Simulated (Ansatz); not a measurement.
# AsH2Si: the cost of one run

Computed with Ansatz 0.2.0, Gaussian basis. Level: cc-pVTZ, core rule «outside noble gas», up to 19 orbitals frozen.

Plan: UHF; CCSD(T) on ROHF; CCSD(T) on UHF; BCCD(T) on ROHF; CCSDT(Q) on ROHF; CCSDT(Q) on UHF; CASSCF and MRCISD+Q, 11 electrons in 10 orbitals; CASSCF and NEVPT2, 11 electrons in 10 orbitals.

5 further runs of the same task are left out: 5 set aside as unsound or not needed.

## 1. The geometry

The geometry is a PBE0/def2-TZVP stationary point (not a proven minimum) of the parent state, kept for this charge and spin. No spin-orbit coupling is included. The filled d shell of As may be among the frozen orbitals whatever the setting's name suggests; the logs give the count.

4 atoms, charge 0, spin multiplicity 2.

Atoms are counted from 1 here; the program's logs count them from 0.

Bond lengths: Si1–As2 2.429 Å, Si1–H3 1.497 Å, As2–H4 1.525 Å. Angles: As2–Si1–H3 114.9°, Si1–As2–H4 92.5°.

## 2. UHF

in.yaml reads:

```yaml
crystal:
  periodic: [false, false, false]
  atoms:
    - {symbol: Si, position_ang: [0.000000, -0.125451, 1.746470]}
    - {symbol: As, position_ang: [0.000000, 0.050822, -0.676507]}
    - {symbol: H, position_ang: [0.000000, 1.182184, 2.474574]}
    - {symbol: H, position_ang: [0.000000, -1.464222, -0.852954]}
basis:
  gaussian: {orbitals: cc-pVTZ}
magnetization: {spin_polarized: true, initial_magnetization: 1}
hamiltonian: {xc: hf}
output: {orbitals: {seedname: orbitals}}
```

On the command line:

```
$ ansatz run in.yaml --threads 1 --pin off --events-out ev --progress --plain --max-ram 4096MiB --backend cpu
```

**Question.** How long does this run take on 1 thread of AMD EPYC 7R13, shared host, and how much memory does it need?

About 13 s, with a peak of 0.36 GiB.
